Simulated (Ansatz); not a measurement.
# C2H10BNSi2: a ladder of functionals and wavefunction methods

How much do the methods differ for C2H10BNSi2? The plan is to run it at one geometry with functionals of several rungs and with coupled cluster. The yardstick is the atomisation energy at the CCSD(T) limit.

The runs use Ansatz 0.2.0, Gaussian basis; functionals in def2-TZVPP, the program's frozen cores in correlated methods.

The runs, in order: LDA (SPW92), PBE-D4, revPBE-D4, BLYP-D4, r2SCAN-D4, B97M-V, PBE0-D4, B3LYP-D4, r2SCANh-D4, r2SCAN0-D4, HSE06-D4, BHLYP-D4, CAM-B3LYP-D4, LC-ωPBE, ωB97X-V, ωB97M-V, B2PLYP, PBE-QIDH; CCSD(T)/def2-SVP; CCSD(T)/def2-TZVPP; MP2/def2-QZVPP; extrapolation to the limit; RPA on PBE.

## (1) The relaxed structure

An earlier PBE0-D4 in a triple-zeta def2 set relaxation fixed the geometry.

16 atoms, charge 0, spin multiplicity 1.

Atoms are counted from 1 here; the program's logs count them from 0.

Bond lengths: B1–N2 1.408 Å, B1–H7 1.194 Å, B1–H8 1.198 Å, N2–C3 1.402 Å, N2–Si5 1.773 Å, C3–C4 1.330 Å, C3–H9 1.086 Å, C4–H10 1.081 Å, C4–H11 1.084 Å, Si5–Si6 2.348 Å, Si5–H12 1.489 Å, Si5–H13 1.481 Å, Si6–H14 1.489 Å, Si6–H15 1.486 Å, Si6–H16 1.487 Å. Angles: N2–B1–H7 119.5°, N2–B1–H8 118.7°, H7–B1–H8 121.8°, B1–N2–C3 120.0°, B1–N2–Si5 120.9°, C3–N2–Si5 119.0°, N2–C3–C4 126.1°, N2–C3–H9 113.5°, C4–C3–H9 120.4°, C3–C4–H10 119.8°, C3–C4–H11 123.2°, H10–C4–H11 117.0°, N2–Si5–Si6 110.9°, N2–Si5–H12 109.6°, N2–Si5–H13 106.2°, Si6–Si5–H12 110.3°, Si6–Si5–H13 110.6°, H12–Si5–H13 109.1° and more.

## (2) LDA

This LDA is Slater exchange with PW92 correlation.

in.yaml reads:

```yaml
crystal:
  periodic: [false, false, false]
  atoms:
    - {symbol: B, position_ang: [-1.846036, -1.344480, -0.736246]}
    - {symbol: N, position_ang: [-0.577306, -0.858891, -0.367321]}
    - {symbol: C, position_ang: [0.468822, -0.849624, -1.300611]}
    - {symbol: C, position_ang: [1.723814, -0.477687, -1.067152]}
    - {symbol: Si, position_ang: [-0.295473, -0.178191, 1.245094]}
    - {symbol: Si, position_ang: [0.249644, 2.101877, 1.108828]}
    - {symbol: H, position_ang: [-2.732042, -1.341354, 0.064433]}
    - {symbol: H, position_ang: [-2.005081, -1.747956, -1.852555]}
    - {symbol: H, position_ang: [0.169513, -1.185198, -2.289045]}
    - {symbol: H, position_ang: [2.449507, -0.500971, -1.868394]}
    - {symbol: H, position_ang: [2.076525, -0.156191, -0.093686]}
    - {symbol: H, position_ang: [0.795665, -0.931421, 1.922308]}
    - {symbol: H, position_ang: [-1.555248, -0.368578, 2.000263]}
    - {symbol: H, position_ang: [-0.150768, 2.761231, 2.382626]}
    - {symbol: H, position_ang: [1.705474, 2.324808, 0.907798]}
    - {symbol: H, position_ang: [-0.499908, 2.729927, -0.011940]}
basis:
  gaussian: {orbitals: def2-TZVPP}
hamiltonian: {xc: lda}
output: {orbitals: {seedname: orbitals}}
```

Further steps of the session: PBE-D4 (GGA); revPBE-D4 (GGA); BLYP-D4 (GGA); r2SCAN-D4 (meta-GGA); B97M-V (meta-GGA); PBE0-D4 (hybrid); B3LYP-D4 (hybrid); r2SCANh-D4 (hybrid); r2SCAN0-D4 (hybrid); HSE06-D4 (hybrid); BHLYP-D4 (hybrid); CAM-B3LYP-D4 (range-separated); LC-ωPBE (range-separated); ωB97X-V (range-separated); ωB97M-V (range-separated); B2PLYP (double hybrid); PBE-QIDH (double hybrid); CCSD(T) in def2-SVP; CCSD(T) in def2-TZVPP; MP2 in def2-QZVPP; RPA on PBE orbitals.

**Question.** What will the summary of the whole plan be? Wanted: atomisation energy, CCSD(T)/CBS; farthest beyond LDA; mean size of error, GGA; mean size of error, meta-GGA; mean size of error, hybrid; mean size of error, range-separated; mean size of error, double hybrid; gap, smallest and largest; T1 diagnostic.

**Answer**, as computed:

| quantity | value |
| --- | --- |
| atomisation energy, CCSD(T)/CBS | 5729.2 kJ/mol |
| functionals within 28.6 kJ/mol (0.5 %) | BLYP-D4, r2SCAN-D4, PBE0-D4, r2SCANh-D4, HSE06-D4, ωB97M-V |
| farthest beyond LDA | BHLYP-D4 (-77.5 kJ/mol) |
| mean size of error, GGA | 38.2 kJ/mol |
| mean size of error, meta-GGA | 25.3 kJ/mol |
| mean size of error, hybrid | 31.6 kJ/mol |
| mean size of error, range-separated | 36.9 kJ/mol |
| mean size of error, double hybrid | 40.5 kJ/mol |
| gap, smallest and largest | 4.32 eV (LDA (SPW92)), 11.15 eV (LC-ωPBE) |
| T1 diagnostic | 0.0137 |
| triples share of the correlation energy | 4.1 % |

**Reading.** LDA overbinds by 730.8 kJ/mol (13 %). PBE-D4 misses by +75.2 kJ/mol. Double hybrids carry the basis error of their MP2 part in triple zeta, and no dispersion term here, so their miss is partly the set-up's. Taken by rung, meta-GGA functionals do best (25.3 kJ/mol on average) and double hybrid ones worst beyond LDA (40.5 kJ/mol). The gap between the best rungs is small, so their order is not settled. Misses under about 28.6 kJ/mol are within the doubt on the reference itself, which lacks core-valence correlation, relativity and higher excitations. Hartree-Fock recovers 75 % of the binding; the rest is correlation. CCSD(T) in def2-SVP is off by -300.3 kJ/mol, so the small basis spoils what the method gains. Orbital gaps span 4.3 to 11.1 eV; exact exchange widens them.
